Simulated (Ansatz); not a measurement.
Run this with Ansatz 0.2.0 through its Python package and show what comes out.

The script, `bde.py`:
```python
"""X-H bond energies of BCl3H2Si without relaxation."""

import ansatz as az


def energy(molecule, charge=0, unpaired=0):
    calc = (
        molecule.calculation()
        .basis(gaussian="6-31G*")
        .functional("PBE0")
    )
    if charge:
        calc = calc.charge(charge)
    if unpaired:
        calc = calc.spin("collinear", total=unpaired)
    report = calc.run().report
    if report["published_state_doubts"]:
        print("  doubts:", report["published_state_doubts"])
    return report["free_energy_ev"]

GEOMETRY = """
B     0.29010    0.12750    1.20810
Si   -0.15310   -0.10990   -0.68350
Cl   -2.03840    0.74610   -1.15800
Cl   -0.12920   -2.15030   -1.08770
Cl    1.34320    0.78620   -1.86250
H    -0.52820    0.76670    1.87870
H     1.27680   -0.23430    1.65910
"""

def without(molecule, index):
    rest = az.Crystal.molecule()
    for i, site in enumerate(molecule.cartesian_sites):
        if i != index:
            rest = rest.atom(site.symbol, site.position_ang)
    return rest


def main() -> None:
    geometry = az.Crystal.molecule()
    for line in GEOMETRY.strip().splitlines():
        symbol, *xyz = line.split()
        geometry = geometry.atom(symbol, [float(v) for v in xyz])

    whole = energy(geometry, 0)
    hydrogen = energy(az.Crystal.molecule().atom("H", (0, 0, 0)), 0, 1)
    print(f"E(molecule) = {whole:.5f} eV, E(H) = {hydrogen:.5f} eV")
    for index in [6]:
        radical = energy(without(geometry, index), 0, 1)
        print(f"H{index}: homolysis {(radical + hydrogen - whole):.3f} eV")
        anion = energy(without(geometry, index), -1)
        print(f"H{index}: loss of a proton {(anion - whole):.3f} eV")


if __name__ == "__main__":
    main()
```

```console
$ python bde.py
E(molecule) = -46138.89368 eV, E(H) = -13.58146 eV
H6: homolysis 4.610 eV
H6: loss of a proton 17.109 eV
```

Total energies depend on the basis set; only differences at equal settings carry meaning. The geometry is a force-field or estimated start, not a minimum of this method, and the basis set is short of its limit. All parts are taken at fixed geometry, without zero-point energy. Anions want diffuse functions, which this basis lacks. Run time: 16 s on 1 thread of Arm Neoverse V1, with other jobs on the host, peak memory 0.33 GiB.
